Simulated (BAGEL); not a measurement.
# CH4GaS (SMILES [CH3][Ga][SH]): UHF/3-21G (density fitting with qzvpp-jkfit)

What is the vertical ionisation energy of CH4GaS at UHF/3-21G (density fitting with qzvpp-jkfit)? 

Program for the calculation: BAGEL 1.2.2.

3 further runs of the same task are left out: 2 that didn't finish, 1 set aside as unsound or not needed.

### Step 1. The structure to begin with

CH4GaS has 7 atoms, charge 0, and is taken as a doublet. As SMILES, `[CH3][Ga][SH]`. Geometry: relaxed at PBE0-D4/def2-TZVP. This is one conformer, not always the lowest.

Bond lengths: C1–Ga2 1.996 Å, Ga2–S3 2.239 Å, C1–H4 1.093 Å, C1–H5 1.093 Å, C1–H6 1.089 Å, S3–H7 1.346 Å. Angles: C1–Ga2–S3 117.6°, Ga2–C1–H4 108.2°, Ga2–C1–H5 108.2°, Ga2–C1–H6 112.0°, Ga2–S3–H7 93.8°, H4–C1–H5 109.0°, H4–C1–H6 109.6°, H5–C1–H6 109.6°.

### Step 2. A single-point energy at UHF/3-21G (density fitting with qzvpp-jkfit)

job.json

```json
{ "bagel" : [

{
  "title" : "molecule",
  "basis" : "3-21g",
  "df_basis" : "qzvpp-jkfit",
  "angstrom" : true,
  "geometry" : [
    { "atom" : "C", "xyz" : [      -0.760700,       0.655100,      -0.343900 ] },
    { "atom" : "Ga", "xyz" : [       0.076900,      -0.018700,       1.337900 ] },
    { "atom" : "S", "xyz" : [       1.747300,      -1.497800,       1.144600 ] },
    { "atom" : "H", "xyz" : [      -1.160100,      -0.200800,      -0.893900 ] },
    { "atom" : "H", "xyz" : [       0.016300,       1.134100,      -0.945000 ] },
    { "atom" : "H", "xyz" : [      -1.560200,       1.367200,      -0.145000 ] },
    { "atom" : "H", "xyz" : [       1.701900,      -1.507300,      -0.200600 ] }
  ]
},

{ "title" : "uhf", "nopen" : 1 },

{ "title" : "print", "file" : "orbitals.molden", "orbitals" : true }

]}
```

The run is started by

```bash
$ BAGEL_NUM_THREADS=1 BAGEL job.json > job.out
```

Log:

```text
* using 1 threads per process

  ===============================================================
  ===============================================================

  *** Geometry ***

  { "atom" : "C", "xyz" : [     -1.437515,      1.237960,     -0.649877 ] },
  { "atom" : "Ga", "xyz" : [      0.145320,     -0.035338,      2.528265 ] },
  { "atom" : "S", "xyz" : [      3.301918,     -2.830432,      2.162981 ] },
  { "atom" : "H", "xyz" : [     -2.192271,     -0.379457,     -1.689226 ] },
  { "atom" : "H", "xyz" : [      0.030803,      2.143138,     -1.785791 ] },
  { "atom" : "H", "xyz" : [     -2.948351,      2.583634,     -0.274010 ] },
  { "atom" : "H", "xyz" : [      3.216125,     -2.848384,     -0.379079 ] },

  Number of auxiliary basis functions:      541

  Since a DF basis is specified, we compute 2- and 3-index integrals:
    o Being stored without compression. Storage requirement is 0.012 GB

  Number of basis functions:       52
  Number of electrons      :       57

    * METHOD: MOLECULE                             0.22

  *** Open-shell HF ***

  === Nuclear Repulsion ===
   229.4077600551

      * DIIS with orbital gradients will be used.

  === UHF iteration (3-21g) ===
      0      -2349.30560579          0.03095782           0.10
      1      -2349.37944747          0.01126970           0.10
      2      -2349.39065380          0.00510858           0.10
      3      -2349.39290971          0.00101726           0.10
      4      -2349.39359848          0.00031340           0.10
      5      -2349.39368241          0.00012909           0.10
      6      -2349.39371194          0.00004090           0.10
      7      -2349.39371806          0.00002103           0.10
      8      -2349.39372000          0.00000556           0.10
      9      -2349.39372011          0.00000223           0.10
     10      -2349.39372014          0.00000103           0.10
     11      -2349.39372015          0.00000038           0.10
     12      -2349.39372015          0.00000008           0.10
     13      -2349.39372015          0.00000003           0.10
     14      -2349.39372015          0.00000002           0.10
     15      -2349.39372015          0.00000001           0.10
    * SCF iteration converged.

    * S^2 (UHF) is 0.7551

    * Permanent dipole moment:
           (    0.868877,    -0.747981,     0.479012) a.u.

    * METHOD: UHF                                  1.72

    * METHOD: PRINT                                0.01

  ===============================================================
```

Run time: 2.2 s. Hardware: 1 thread of AMD EPYC 7B13 (Zen 3), shared host; peak memory 0.098 GiB.

### Step 3. The singlet cation

hf.json

```json
{ "bagel": [

{
  "title": "molecule",
  "basis": "3-21g",
  "df_basis": "qzvpp-jkfit",
  "angstrom": true,
  "geometry": [
    { "atom": "C", "xyz": [      -0.760700,       0.655100,      -0.343900 ] },
    { "atom": "Ga", "xyz": [       0.076900,      -0.018700,       1.337900 ] },
    { "atom": "S", "xyz": [       1.747300,      -1.497800,       1.144600 ] },
    { "atom": "H", "xyz": [      -1.160100,      -0.200800,      -0.893900 ] },
    { "atom": "H", "xyz": [       0.016300,       1.134100,      -0.945000 ] },
    { "atom": "H", "xyz": [      -1.560200,       1.367200,      -0.145000 ] },
    { "atom": "H", "xyz": [       1.701900,      -1.507300,      -0.200600 ] }
  ]
},

{
  "title": "hf",
  "charge": 1
},

{
  "title": "print",
  "file": "orbitals.molden",
  "orbitals": true
}

]}
```

The run is started by

```bash
$ BAGEL_NUM_THREADS=1 BAGEL hf.json > hf.out
```

Log:

```text
* using 1 threads per process

  ===============================================================
  ===============================================================

  *** Geometry ***

  { "atom" : "C", "xyz" : [     -1.437515,      1.237960,     -0.649877 ] },
  { "atom" : "Ga", "xyz" : [      0.145320,     -0.035338,      2.528265 ] },
  { "atom" : "S", "xyz" : [      3.301918,     -2.830432,      2.162981 ] },
  { "atom" : "H", "xyz" : [     -2.192271,     -0.379457,     -1.689226 ] },
  { "atom" : "H", "xyz" : [      0.030803,      2.143138,     -1.785791 ] },
  { "atom" : "H", "xyz" : [     -2.948351,      2.583634,     -0.274010 ] },
  { "atom" : "H", "xyz" : [      3.216125,     -2.848384,     -0.379079 ] },

  Number of auxiliary basis functions:      541

  Since a DF basis is specified, we compute 2- and 3-index integrals:
    o Being stored without compression. Storage requirement is 0.012 GB

  Number of basis functions:       52
  Number of electrons      :       57

    * METHOD: MOLECULE                             0.25

  *** RHF ***

  === Nuclear Repulsion ===
   229.4077600551

      * DIIS with orbital gradients will be used.

  === RHF iteration (3-21g) ===
      0      -2349.05112708          0.01314725           0.06
      1      -2349.11233901          0.00437399           0.05
      2      -2349.11862329          0.00122109           0.05
      3      -2349.11931817          0.00021163           0.07
      4      -2349.11934557          0.00006749           0.05
      5      -2349.11934898          0.00002247           0.08
      6      -2349.11934936          0.00000819           0.05
      7      -2349.11934946          0.00000216           0.05
      8      -2349.11934947          0.00000059           0.05
      9      -2349.11934947          0.00000019           0.05
     10      -2349.11934947          0.00000006           0.05
     11      -2349.11934947          0.00000001           0.05
     12      -2349.11934947          0.00000000           0.05
    * SCF iteration converged.

    * Permanent dipole moment:
           (    1.380819,    -1.223818,    -0.178356) a.u.

    * METHOD: HF                                   0.85

    * METHOD: PRINT                                0.01

  ===============================================================
```

Wall time 1.4 s (1 thread of AMD EPYC 7B13 (Zen 3), shared host); peak memory 0.099 GiB.

### Step 4. Results

Level: UHF/3-21G (density fitting with qzvpp-jkfit).

| quantity | value |
| --- | --- |
| doublet CH4GaS: total energy | -2349.39372 Eh |
| doublet CH4GaS: dipole moment | 3.16 D |
| doublet CH4GaS: ⟨S²⟩ | 0.755 |
| singlet cation: total energy | -2349.11935 Eh |
| singlet cation: HOMO energy | -15.65 eV |
| singlet cation: LUMO energy | -6.76 eV |
| singlet cation: HOMO–LUMO gap | 8.89 eV |
| vertical ionisation energy (to the singlet cation) | 7.466 eV |

In words: Removing an electron at fixed nuclei costs 7.47 eV (720 kJ/mol). Only the singlet of the ionised species was computed; a triplet could lie lower.
